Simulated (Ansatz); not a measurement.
# Cu: a trial structure relaxed

Computed with Ansatz 0.2.0 (DFT PBEsol, scalar-relativistic, plane waves, PAW, unless a step's input says otherwise).

**1. The starting structure**

The structure is cubic, space group Pm-3n (No. 223). Conventional cell: a = 4.527 Å, b = 4.527 Å, c = 4.527 Å, α = 90.00°, β = 90.00°, γ = 90.00°. Cu (site symmetry m-3) has 12 Cu at 2.53 Å as nearest neighbours. Cu (site symmetry -4m2) is surrounded by 6 Cu at 2.26 to 2.53 Å.

Coordinates:

```
CELL_PARAMETERS angstrom
4.52747 0.00000 0.00000
0.00000 4.52747 0.00000
0.00000 0.00000 4.52747
ATOMIC_POSITIONS crystal
Cu 0.50000 0.50000 0.50000
Cu 0.00000 0.00000 0.00000
Cu 0.25000 0.00000 0.50000
Cu 0.50000 0.25000 0.00000
Cu 0.50000 0.75000 0.00000
Cu 0.75000 0.00000 0.50000
Cu 0.00000 0.50000 0.75000
Cu 0.00000 0.50000 0.25000
```

This is candidate A: beta-tungsten (A15) type (Pm-3n, No. 223).

(A quick probe on a coarse mesh, which set the mesh and smearing, is not shown.)

**3. Full relaxation (candidate A)**

input.yaml

```yaml
crystal:
  lattice:
    - [4.5274688734, 0.0, 0.0]
    - [0.0, 4.5274688734, 0.0]
    - [0.0, 0.0, 4.5274688734]
  atoms:
    - { symbol: Cu, position: [0.5, 0.5, 0.5] }
    - { symbol: Cu, position: [0.0, 0.0, 0.0] }
    - { symbol: Cu, position: [0.25, 0.0, 0.5] }
    - { symbol: Cu, position: [0.5, 0.25, 0.0] }
    - { symbol: Cu, position: [0.5, 0.75, 0.0] }
    - { symbol: Cu, position: [0.75, 0.0, 0.5] }
    - { symbol: Cu, position: [0.0, 0.5, 0.75] }
    - { symbol: Cu, position: [0.0, 0.5, 0.25] }
basis:
  ecutwfc: 420
kpoints:
  mp_grid: { grid: [8, 8, 8] }
hamiltonian:
  xc: pbesol
scf:
  occupations: { method: gaussian, width: 0.1 }
output:
  forces: true
  stress: true
  eigenvalues: true
relax:
  adjacent_minimum: "off"
  f_tol: 0.01
  max_steps: 80
  cell: { stress_tol: 0.05 }
```

Q: Estimate wall time and peak memory on 1 thread of an Arm CPU, shared host.

About 63 s, with a peak of 0.57 GiB.
